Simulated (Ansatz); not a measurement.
Working through a convergence test of the k-point mesh of Tc3N, space group P-6m2

With the Ansatz DFT code, driven from Python.

Notebook, run cell by cell (the value of a cell's last expression is shown):

In [1]:
```python
import ansatz
import matplotlib.pyplot as plt
```

In [2]:
```python
system = (
    ansatz.Lattice.from_parameters(2.797793, 2.797793, 7.03934, alpha=90.0, beta=90.0, gamma=120.0)
    .atom('Tc', [1 / 3, 2 / 3, 0.5])
    .atom('Tc', [0.0, 0.0, 0.80332634])
    .atom('Tc', [0.0, 0.0, 0.19667366])
    .atom('N', [1 / 3, 2 / 3, 0.0])
)
```

In [3]:
```python
system.resolved().sites[-1]
```
Out [3]:
```text
Site(symbol='N', position=(0.3333333333333333, 0.6666666666666666, 0.0), moment=None, axis=None, held=None, saved=None)
```

In [4]:
```python
setup = (
    system.calculation()
    .occupations('Fermi-Dirac', width=0.05)
    .pseudopotentials('paw')
    .functional('r2scan')
    .forces()
    .stress()
)
```

In [5]:
```python
rows = []
for value in [1.0, 0.6, 0.4, 0.3]:
    r = setup.kpoints(spacing=value).run(threads=1, pin='off').report
    rows.append((value, r['free_energy_ev'] / len(r['lattice']['sites']), r['n_iterations'], sum(r['stress_gpa'][i][i] for i in range(3)) / 3, max(abs(f) for row in r['forces_ev_ang'] for f in row), r['n_kpoints']))

print('spacing (1/A)   F/atom (eV)    iterations       P (GPa)  max component (eV/A)      k-points')
for row in rows:
    print(f'{str(row[0]):>12s}  {row[1]:12.5f}  {row[2]:12d}  {row[3]:12.3f}  {row[4]:20.4f}  {row[5]:12d}')
```
```text
DeckWarning: basis.ecutwfc = 500 eV, auto-derived from the records' recommended cutoffs: set by Tc (normal level)
spacing (1/A)   F/atom (eV)    iterations       P (GPa)  max component (eV/A)      k-points
         1.0   -4153.33968            11         6.671                0.1180             3
         0.6   -4153.62018            11        -0.709                0.0751            10
         0.4   -4153.59454            10        -0.218                0.0127            16
         0.3   -4153.60251            10        -0.393                0.0561            24
```

In [6]:
```python
for row in rows[:-1]:
    shift = 1000 * (row[1] - rows[-1][1])
    print(f'{row[0]}: {shift:+.2f} meV/atom' + ('  (within 5 meV)' if abs(shift) < 5 else ''))
plt.figure(figsize=(4.5, 3))
plt.plot([str(row[0]) for row in rows], [1000 * (row[1] - rows[-1][1]) for row in rows], 'o-')
plt.xlabel('spacing (1/A)')
plt.ylabel('F - F(last) (meV/atom)')
plt.tight_layout()
plt.savefig('kconv.png', dpi=100)
```
```text
1.0: +262.84 meV/atom
0.6: -17.67 meV/atom
0.4: +7.98 meV/atom
```

Caveats:
- Spin is left out of this run.
- Pressure is positive in compression.
- The structure comes from a database of computed cells and needn't be a stable or known phase.
- Warnings are shown shortened and without file and line.
- Shifts are counted from the finest mesh, which is itself no proven limit.
- Wall time of the script: 12 s on 1 thread of Intel(R) Xeon(R) 6975P-C (Granite Rapids), on a shared host, peak memory 0.56 GiB.
